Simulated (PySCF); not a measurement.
# GeH5NS: the cost of one run

Computed with PySCF 2.14.0 and routines of our own; the level stands in each step. Atoms count from 0.

## 1. The starting structure

8 atoms, charge 0, multiplicity 1; geometry from: GFN2-xTB.

## 2. Relaxing the molecule at PBE0-D3(BJ)/def2-SVP

What the job is given:

```
{"job": {"xc": "PBE0", "basis": "def2-SVP", "d3": "d3bj", "grid": 1, "maxiter": 30, "shake": 0.01, "kind": "geom"}, "charge": 0, "multiplicity": 1}
N     -1.252510    -0.521520    -0.099680
Ge     0.072510     0.699960    -0.081580
S      1.920280    -0.033720     0.887330
H     -1.168080    -1.279570    -0.737810
H     -1.614830    -0.837950     0.776530
H      0.331390     1.068740    -1.519240
H     -0.386070     1.875010     0.721830
H      2.152450    -0.990090     0.000140
```

Run with:

```console
OMP_NUM_THREADS=1 python heavy_run.py task.json out
```

This one command runs all jobs of the session in turn.

**Question.** How long does this first job take on 1 thread of Arm Neoverse V2, shared host, and how much memory does it need?

About 15 s, with a peak of 0.37 GiB.
